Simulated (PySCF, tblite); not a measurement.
# C₅H₇F₂O₂ radical: geometry, infrared bands and EPR parameters

Wanted: the infrared bands and EPR parameters of C₅H₇F₂O₂ radical (`[CH2]OCC(=C)OC(F)F`), by calculation.

Computed with tblite 0.8.0 and PySCF 2.14.0, with density-fitted response routines of our own, on a single molecule in the gas phase. Atoms count from 0, in the outputs and in this text.

## 1. The molecule as given

16 atoms, charge 0, multiplicity 2; geometry from: force field or distance geometry start.

Bonds of the start (Å): C0–O1 1.41, O1–C2 1.39, C2–C3 1.49, C3–C4 1.35, C3–O5 1.39, O5–C6 1.41, C6–F7 1.39, C6–F8 1.37, C0–H9 1.10, C0–H10 1.11, C2–H11 1.12, C2–H12 1.12, C4–H13 1.09, C4–H14 1.08, C6–H15 1.09.

## 2. Optimising the geometry with GFN2-xTB

Job settings and geometry (Å):

```
{"job": {"kind": "relax", "xc": "GFN2-xTB", "basis": "xTB"}, "charge": 0, "multiplicity": 2}
C      2.671200     1.220000    -0.577800
O      1.824700     0.100500    -0.506500
C      0.771600     0.469700     0.319500
C     -0.216100    -0.627400     0.485300
C     -0.034300    -1.834500    -0.079600
O     -1.373000    -0.518000     1.256200
C     -2.571100     0.059000     0.798800
F     -3.486100     0.002800     1.839800
F     -2.339900     1.384400     0.548900
H      3.680700     0.857000    -0.331600
H      2.361300     1.903500     0.244700
H      1.211600     0.667800     1.330600
H      0.303500     1.389000    -0.109300
H      0.865000    -1.930100    -0.685000
H     -0.756800    -2.627500     0.051000
H     -2.919900    -0.507300    -0.061500
```

Started as:

```
$ OMP_NUM_THREADS=1 python probes_run.py task.json out
```

The driver reads the jobs from task.json and runs them one after another.

What it wrote:

```text
step      E/eV     max force
  0    -863.20754    2.727
  1    -863.54072    1.733
  2    -863.72283    1.244
  3    -863.84684    0.869
  4    -863.94077    0.538
  5    -863.98309    0.476
  6    -864.04175    0.680
  7    -864.08000    0.589
  8    -864.10764    0.316
  9    -864.12313    0.245
 10    -864.13627    0.282
 11    -864.14589    0.272
 12    -864.15239    0.198
 13    -864.15809    0.201
 14    -864.16298    0.183
 15    -864.16734    0.185
 16    -864.17236    0.225
 17    -864.17781    0.197
 18    -864.18243    0.188
 19    -864.18605    0.140
 20    -864.18934    0.138
 21    -864.19248    0.133
 22    -864.19483    0.111
 23    -864.19631    0.098
 24    -864.19751    0.087
 25    -864.19889    0.089
 26    -864.20059    0.121
 27    -864.20227    0.122
 28    -864.20370    0.091
 29    -864.20484    0.075
 30    -864.20572    0.076
 31    -864.20631    0.059
 32    -864.20668    0.049
 33    -864.20693    0.040
 34    -864.20717    0.033
 35    -864.20738    0.040
 36    -864.20758    0.035
 37    -864.20776    0.034
 38    -864.20795    0.039
 39    -864.20813    0.038
 40    -864.20828    0.028
 41    -864.20840    0.034
 42    -864.20853    0.033
 43    -864.20871    0.049
 44    -864.20899    0.065
 45    -864.20941    0.063
 46    -864.20997    0.060
 47    -864.21062    0.071
 48    -864.21131    0.071
 49    -864.21202    0.075
 50    -864.21265    0.072
 51    -864.21325    0.062
 52    -864.21377    0.060
 53    -864.21430    0.063
 54    -864.21478    0.055
 55    -864.21537    0.063
 56    -864.21594    0.081
 57    -864.21685    0.081
 58    -864.21785    0.138
 59    -864.21974    0.144
 60    -864.22128    0.128
 61    -864.22229    0.181
 62    -864.21817    0.451
 63    -864.22434    0.101
 64    -864.22541    0.075
 65    -864.22625    0.071
 66    -864.22704    0.108
 67    -864.22785    0.124
 68    -864.22920    0.109
 69    -864.23014    0.085
 70    -864.23079    0.084
 71    -864.23218    0.085
 72    -864.23362    0.241
 73    -864.23503    0.158
 74    -864.23715    0.113
 75    -864.24000    0.117
 76    -864.24351    0.198
 77    -864.24631    0.139
 78    -864.24890    0.392
 79    -864.25590    0.209
 80    -864.26394    0.158
 81    -864.26841    0.182
 82    -864.27045    0.144
 83    -864.27221    0.098
 84    -864.27425    0.095
 85    -864.27530    0.108
 86    -864.27682    0.095
 87    -864.27831    0.096
 88    -864.27998    0.111
 89    -864.28207    0.132
 90    -864.28504    0.144
 91    -864.28866    0.184
 92    -864.29191    0.184
 93    -864.29318    0.175
 94    -864.29609    0.189
 95    -864.29800    0.135
 96    -864.30041    0.075
 97    -864.30208    0.096
 98    -864.30297    0.093
 99    -864.30393    0.075
100    -864.30500    0.065
101    -864.30592    0.062
102    -864.30667    0.057
103    -864.30723    0.056
104    -864.30791    0.051
105    -864.30855    0.069
106    -864.30900    0.051
107    -864.30920    0.042
108    -864.30931    0.041
109    -864.30940    0.031
110    -864.30947    0.024
111    -864.30955    0.020
112    -864.30964    0.021
113    -864.30976    0.025
114    -864.30989    0.029
115    -864.31005    0.034
116    -864.31026    0.039
117    -864.31065    0.043
118    -864.31134    0.066
119    -864.31229    0.086
120    -864.31311    0.072
121    -864.31373    0.037
122    -864.31401    0.049
123    -864.31428    0.046
124    -864.31462    0.055
125    -864.31500    0.043
126    -864.31527    0.040
127    -864.31542    0.024
128    -864.31550    0.019
129    -864.31558    0.016
130    -864.31563    0.021
131    -864.31569    0.023
132    -864.31579    0.029
133    -864.31597    0.035
134    -864.31633    0.047
135    -864.31686    0.073
136    -864.31752    0.103
137    -864.31815    0.119
138    -864.31881    0.084
139    -864.31946    0.080
140    -864.31994    0.046
141    -864.32035    0.037
142    -864.32086    0.050
143    -864.32176    0.053
144    -864.32271    0.080
145    -864.32375    0.081
146    -864.32432    0.128
147    -864.32378    0.201
148    -864.32603    0.068
149    -864.32616    0.106
150    -864.32678    0.047
151    -864.32703    0.041
152    -864.32724    0.035
153    -864.32735    0.038
154    -864.32748    0.028
155    -864.32766    0.030
156    -864.32777    0.022
157    -864.32787    0.026
158    -864.32794    0.018
159    -864.32801    0.017
160    -864.32808    0.017
161    -864.32814    0.016
162    -864.32819    0.014
163    -864.32822    0.013
164    -864.32824    0.011
165    -864.32826    0.009
```

Run time: 3.7 s. Hardware: 1 thread of AMD EPYC, shared host.

Relaxation path: (not every step is listed)

| step | energy from step 0 (eV) | largest force (eV/Å) |
| --- | --- | --- |
| 0 | 0.0000 | 2.7268 |
| 1 | -0.3332 | 1.7330 |
| 2 | -0.5153 | 1.2440 |
| 3 | -0.6393 | 0.8694 |
| 4 | -0.7332 | 0.5381 |
| 5 | -0.7755 | 0.4757 |
| 6 | -0.8342 | 0.6801 |
| 7 | -0.8725 | 0.5886 |
| 8 | -0.9001 | 0.3160 |
| 23 | -0.9888 | 0.0975 |
| 38 | -1.0004 | 0.0393 |
| 53 | -1.0068 | 0.0627 |
| 68 | -1.0217 | 0.1094 |
| 83 | -1.0647 | 0.0985 |
| 98 | -1.0954 | 0.0933 |
| 113 | -1.1022 | 0.0247 |
| 128 | -1.1080 | 0.0194 |
| 143 | -1.1142 | 0.0532 |
| 158 | -1.1204 | 0.0184 |
| 160 | -1.1205 | 0.0173 |
| 161 | -1.1206 | 0.0158 |
| 162 | -1.1206 | 0.0140 |
| 163 | -1.1207 | 0.0128 |
| 164 | -1.1207 | 0.0109 |
| 165 | -1.1207 | 0.0095 |

Distances of close pairs at the start and the end, largest changes first:

| bond | before (Å) | after (Å) | change (Å) |
| --- | --- | --- | --- |
| O5–C6 | 1.406 | 1.350 | -0.057 |
| C0–O1 | 1.405 | 1.363 | -0.042 |
| C0–H10 | 1.113 | 1.075 | -0.039 |
| C6–F7 | 1.387 | 1.357 | -0.030 |
| C0–H9 | 1.101 | 1.070 | -0.030 |
| C6–F8 | 1.368 | 1.339 | -0.029 |
| C3–C4 | 1.345 | 1.320 | -0.025 |
| C6–H15 | 1.087 | 1.107 | +0.020 |

The final coordinates are the input of the step that follows.

## 3. Infrared spectrum with GFN2-xTB

Job settings and geometry (Å):

```
{"job": {"kind": "ir", "xc": "GFN2-xTB", "basis": "xTB"}, "charge": 0, "multiplicity": 2}
C      3.067289     0.888585    -0.306855
O      1.947852     0.113602    -0.237558
C      0.828400     0.721958     0.343643
C     -0.337668    -0.229789     0.353180
C     -0.304659    -1.470053    -0.098497
O     -1.438197     0.403512     0.919125
C     -2.648329    -0.178467     0.783635
F     -2.825199    -1.201232     1.657228
F     -3.578381     0.735625     1.089630
H      3.932053     0.361989    -0.654482
H      3.149137     1.765583     0.308764
H      1.042657     1.029605     1.379425
H      0.543343     1.628006    -0.214012
H      0.609280    -1.842460    -0.520165
H     -1.138681    -2.145252    -0.049380
H     -2.856495    -0.572268    -0.230125
```

What it wrote:

```text
mode    cm-1     km/mol
  1      33.4      1.69
  2      49.8      8.81
  3      73.0      2.31
  4      80.0      0.88
  5     127.9      4.15
  6     229.8      0.49
  7     246.7      3.42
  8     298.6      2.97
  9     364.1      3.50
 10     409.9      2.37
 11     440.9     53.60
 12     458.7      2.97
 13     486.7     11.38
 14     584.2     10.34
 15     622.9     16.84
 16     711.9      5.71
 17     870.3     33.04
 18     933.5      6.47
 19     962.4     45.43
 20     975.9      1.56
 21     988.7    197.56
 22    1000.6     69.00
 23    1081.2    206.39
 24    1114.6    115.73
 25    1147.8    186.37
 26    1180.7      7.71
 27    1202.1    173.82
 28    1261.6     92.92
 29    1271.0     45.27
 30    1290.3     14.31
 31    1334.3      8.09
 32    1369.1     16.11
 33    1389.2      2.41
 34    1445.0      9.25
 35    1733.6    118.30
 36    2835.4     22.39
 37    2845.6     47.65
 38    2873.7     32.36
 39    3102.7     30.29
 40    3139.5      5.38
 41    3176.6      6.47
 42    3185.5     16.03
```

Run time: 1.6 s. Hardware: 1 thread of AMD EPYC, shared host.

The strongest bands and the atoms that carry them (share of the mass-weighted mode):

| cm⁻¹ | km/mol | atoms |
| --- | --- | --- |
| 989 | 197.6 | C6 47 %, F7 25 % |
| 1001 | 69.0 | C2 26 %, H9 20 %, C0 11 % |
| 1081 | 206.4 | C6 51 %, F8 26 % |
| 1115 | 115.7 | C6 29 %, O5 11 %, H10 10 % |
| 1148 | 186.4 | O5 22 %, C6 21 %, O1 17 %, C2 16 % |
| 1202 | 173.8 | C3 45 %, O5 17 % |
| 1262 | 92.9 | O1 47 %, C0 25 %, H10 12 % |
| 1734 | 118.3 | C3 57 %, C4 37 % |

## 4. EPR parameters: B3LYP/pcH-1

Same as in step 3 but for these lines:

```diff
@@ -1,2 +1,2 @@
-{"job": {"kind": "ir", "xc": "GFN2-xTB", "basis": "xTB"}, "charge": 0, "multiplicity": 2}
+{"job": {"kind": "epr", "basis": "pcH-1"}, "charge": 0, "multiplicity": 2}
 C      3.067289     0.888585    -0.306855
```

With the program's defaults for keys left out, this is: UKS B3LYP, pcH-1 on C F H O, non-relativistic, mean-field spin-orbit, GIAO.

What it wrote:

```text
UKS, coarse grid
  cycle   1  E = -544.63225083  |g| = 7.32e-01
  cycle   2  E = -544.40600600  |g| = 1.12e+00
  cycle   3  E = -544.80605263  |g| = 9.83e-02
  cycle   4  E = -544.80831528  |g| = 6.36e-02
  cycle   5  E = -544.80967768  |g| = 1.31e-02
  cycle   6  E = -544.80974106  |g| = 4.81e-03
  cycle   7  E = -544.80975127  |g| = 1.84e-03
  cycle   8  E = -544.80975268  |g| = 9.44e-04
UKS, final grid
  cycle   1  E = -544.80969588  |g| = 1.50e-03
  cycle   2  E = -544.80969394  |g| = 2.70e-03
  cycle   3  E = -544.80969677  |g| = 1.48e-04
  cycle   4  E = -544.80969678  |g| = 5.13e-05
  cycle   5  E = -544.80969679  |g| = 4.28e-05
  cycle   6  E = -544.80969679  |g| = 6.40e-06
E = -544.80969679 Eh   <S^2> = 0.7532 (exact 0.7500)
g shifts (ppm)      1          2          3
  rmc          -185       -185       -185
  gc             -2         44         39
  oz_so         -17       1206       2144
  total        -204       1065       1997
hyperfine (MHz)  atom isotope    a_iso     a_fc   dipolar eigenvalues
    0   13C     132.02     132.02    -75.67    -74.16    149.83
    1   17O     -23.32     -23.32    -69.93     33.61     36.32
    2   13C      -5.40      -5.40     -1.63     -1.10      2.73
    3   13C      -1.70      -1.70     -0.56     -0.39      0.95
    4   13C       0.04       0.04     -0.51     -0.12      0.62
    5   17O       0.40       0.40     -0.14      0.02      0.12
    6   13C      -0.09      -0.09     -0.11     -0.09      0.20
    7   19F       0.01       0.01     -0.30     -0.26      0.56
    8   19F      -0.01      -0.01     -0.24     -0.22      0.46
    9    1H     -48.22     -48.22    -35.37     -1.23     36.61
   10    1H     -43.98     -43.98    -35.73     -0.35     36.07
   11    1H      12.78      12.78     -3.70     -3.40      7.11
   12    1H      13.26      13.26     -4.33     -3.63      7.97
   13    1H      -0.03      -0.03     -2.10     -1.95      4.05
   14    1H      -0.09      -0.09     -0.72     -0.65      1.37
   15    1H      -0.01      -0.01     -0.40     -0.39      0.78
```

It took 3.1 min on 1 thread of AMD EPYC, shared host; peak memory 1.1 GiB.

Principal g values 2.00211, 2.00338, 2.00432; g(iso) = 2.00327, against 2.00232 for a free electron.

Hyperfine couplings; where a row names several nuclei, a(iso) is their mean (it holds for fast rotation or exchange) and the dipolar term the largest among them:

| nuclei | isotope | a(iso) (MHz) | a(iso) (G, at g = 2.0023) | largest dipolar term (MHz) |
| --- | --- | --- | --- | --- |
| C0 | 13C | 132.0 | 47.1 | 149.8 |
| H9, H10 | 1H | -46.1 | -16.4 | 36.6 |
| O1 | 17O | -23.3 | -8.3 | -69.9 |
| H11, H12 | 1H | 13.0 | 4.6 | 8.0 |
| C2 | 13C | -5.4 | -1.9 | 2.7 |
| C3 | 13C | -1.7 | -0.6 | 0.9 |
| O5 | 17O | 0.4 | 0.1 | -0.1 |
| H14 | 1H | -0.1 | 0.0 | 1.4 |
| C6 | 13C | -0.1 | 0.0 | 0.2 |
| C4 | 13C | 0.0 | 0.0 | 0.6 |
| H13 | 1H | 0.0 | 0.0 | 4.0 |
| H15 | 1H | 0.0 | 0.0 | 0.8 |
| F7, F8 | 19F | 0.0 | 0.0 | 0.6 |

Mulliken spin populations:

C0 0.94; O1 0.12; C2 -0.02; C3 0.00; C4 0.00; O5 0.00; C6 0.00; F7 0.00; F8 0.00; H9 -0.04; H10 -0.04; H11 0.01; H12 0.02; H13 0.00; H14 0.00; H15 0.00

In first order the couplings over 0.8 MHz of 1H give 9 distinct lines over 42.2 G, if the averaged nuclei exchange fast.

Orbitals, density, ELF and potential are computed afterwards from the orbital file.

ELF in a plane through or near 12 of the atoms.

Values, 10 rows by 14 columns:
```
0.00 0.00 0.00 0.00 0.00 0.00 0.00 0.00 0.00 0.00 0.00 0.00 0.00 0.00
0.00 0.00 0.00 0.00 0.00 0.00 0.00 0.00 0.00 0.00 0.00 0.00 0.00 0.00
0.00 0.00 0.00 0.01 0.00 0.01 0.01 0.00 0.01 0.01 0.20 0.04 0.00 0.00
0.00 0.00 0.14 0.98 0.18 0.17 0.23 0.04 0.79 0.06 0.87 0.64 0.01 0.00
0.00 0.00 0.09 0.99 0.48 0.48 0.23 0.19 0.63 0.58 0.51 0.15 0.00 0.00
0.00 0.03 0.79 0.81 0.80 0.79 0.51 0.45 0.30 0.28 0.46 0.21 0.00 0.00
0.00 0.06 0.98 0.94 0.35 0.86 0.04 0.59 0.54 0.02 0.13 0.08 0.00 0.00
0.00 0.00 0.08 0.07 0.01 0.01 0.96 0.90 0.99 0.97 0.00 0.00 0.00 0.00
0.00 0.00 0.00 0.00 0.00 0.01 0.72 0.28 0.20 0.20 0.00 0.00 0.00 0.00
0.00 0.00 0.00 0.00 0.00 0.00 0.00 0.00 0.00 0.00 0.00 0.00 0.00 0.00
```
The map spans 13.2 Å across and 9.4 Å up, centred on the molecule. Atoms in the plane (x, y in Å): C0 (-3.2, 0.1), O1 (-2.0, -0.4), C2 (-1.0, 0.5), C3 (0.4, -0.1), C4 (0.6, -1.4), O5 (1.4, 0.8), C6 (2.7, 0.5), F8 (3.4, 1.6), H9 (-4.0, -0.7), H10 (-3.4, 1.1), H13 (-0.3, -2.1), H14 (1.6, -1.9).

log10 of the density (e/Å³) in the same plane.

Values, 10 rows by 14 columns:
```
-4.0 -4.0 -4.0 -4.0 -4.0 -4.0 -4.0 -4.0 -4.0 -4.0 -4.0 -4.0 -4.0 -4.0
-4.0 -4.0 -4.0 -4.0 -4.0 -4.0 -4.0 -4.0 -4.0 -4.0 -4.0 -4.0 -4.0 -4.0
-4.0 -4.0 -3.7 -3.0 -3.1 -2.8 -2.7 -3.1 -2.7 -2.3 -1.5 -2.1 -4.0 -4.0
-4.0 -3.7 -2.3 -1.1 -1.5 -1.3 -1.0 -1.5 -0.6 -0.9  0.4 -0.6 -2.8 -4.0
-4.0 -3.2 -1.6  0.1 -0.5 -0.2  0.3 -0.4  2.0  0.2  0.0 -1.0 -3.0 -4.0
-4.0 -2.6 -1.0  0.2  0.2  0.5 -0.2  1.0 -0.3 -0.3  0.0 -1.2 -3.4 -4.0
-4.0 -2.7 -1.2 -0.5 -0.5 -0.1 -1.0  0.3 -0.2 -1.2 -1.1 -1.9 -4.0 -4.0
-4.0 -3.7 -2.7 -2.3 -2.2 -1.8 -0.6  0.0  0.1 -1.1 -2.6 -3.8 -4.0 -4.0
-4.0 -4.0 -4.0 -4.0 -4.0 -3.0 -1.8 -1.6 -1.8 -2.3 -3.5 -4.0 -4.0 -4.0
-4.0 -4.0 -4.0 -4.0 -4.0 -4.0 -3.7 -3.5 -3.6 -4.0 -4.0 -4.0 -4.0 -4.0
```
The map spans 13.2 Å across and 9.4 Å up, centred on the molecule. Atoms in the plane (x, y in Å): C0 (-3.2, 0.1), O1 (-2.0, -0.4), C2 (-1.0, 0.5), C3 (0.4, -0.1), C4 (0.6, -1.4), O5 (1.4, 0.8), C6 (2.7, 0.5), F8 (3.4, 1.6), H9 (-4.0, -0.7), H10 (-3.4, 1.1), H13 (-0.3, -2.1), H14 (1.6, -1.9).

On the surface of density 0.002 e/bohr³ the electrostatic potential runs, from the 1st to the 99th percentile, from -0.77 V near F7 to 1.34 V near H15.

The spin density lies nearest to C0 60 %; O1 17 %; H9 13 %; H10 6 %.

## 5. What came out

| quantity | value |
| --- | --- |
| strongest single infrared mode (GFN2-xTB) | 1081 cm⁻¹, 206 km/mol |
| zero-point energy (GFN2-xTB) | 69.9 kcal/mol |
| g(iso) (B3LYP) | 2.00327 |
| ⟨S²⟩ | 0.753 (exact 0.75) |
| largest a(iso) (averaged by class) | 13C on C0, 132.0 MHz |
| surface potential, 1st and 99th percentile | -0.77 V and 1.34 V |

What this shows: Relaxing lowered the energy by 1.121 eV in 165 steps; the close pair that moved most is O5–C6, from 1.406 to 1.350 Å. All 42 modes are real, so the xTB geometry is a minimum. The strongest single mode, at 1081 cm⁻¹, moves mainly C6 and F8. GFN2-xTB is a fitted tight-binding method: band positions and strengths are rough. Its intensities can rank the bands wrongly. Most of the unpaired spin sits on C0 (0.94 e). The isotropic g lies 1.0 ppt above the free-electron value.
